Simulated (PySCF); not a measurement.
# C2H2BCl3: the cost of one run

The runs use PySCF 2.14.0, with density-fitted response routines of our own; the level of theory stands in each step. All values are computed, except where a source is named. Atoms are numbered from 0 throughout.

### 1 The molecule as given

8 atoms, charge 0, multiplicity 1; geometry from: GFN2-xTB. The atoms were then displaced at random by about 0.01 Å, so the start is not that level's minimum.

Bonds of the start (Å): Cl0–C1 1.73, C1–C2 1.34, C2–B3 1.49, B3–Cl4 1.73, B3–Cl5 1.74, C1–H6 1.08, C2–H7 1.09.

### 2 Optimising the geometry at PBE0-D3(BJ)/def2-SVP

Job settings and geometry (Å):

```
{"job": {"xc": "PBE0", "basis": "def2-SVP", "d3": "d3bj", "grid": 1, "shake": 0.01, "kind": "geom"}, "charge": 0, "multiplicity": 1}
Cl     2.828250     0.164680    -0.263470
C      1.132770     0.489680    -0.155780
C      0.202590    -0.464990     0.017750
B     -1.262100    -0.185890     0.126020
Cl    -1.921230     1.406840     0.013040
Cl    -2.395210    -1.486840     0.351970
H      0.885900     1.537530    -0.239610
H      0.584170    -1.480140     0.097610
```

Launch:

```bash
OMP_NUM_THREADS=1 python probes_run.py task.json out
```

One launch serves the whole session: the jobs run in the order shown.

Q: Estimate the wall time and peak memory of this first job on 1 thread of Arm Neoverse V1, shared host.

About 39 s, with a peak of 0.43 GiB.
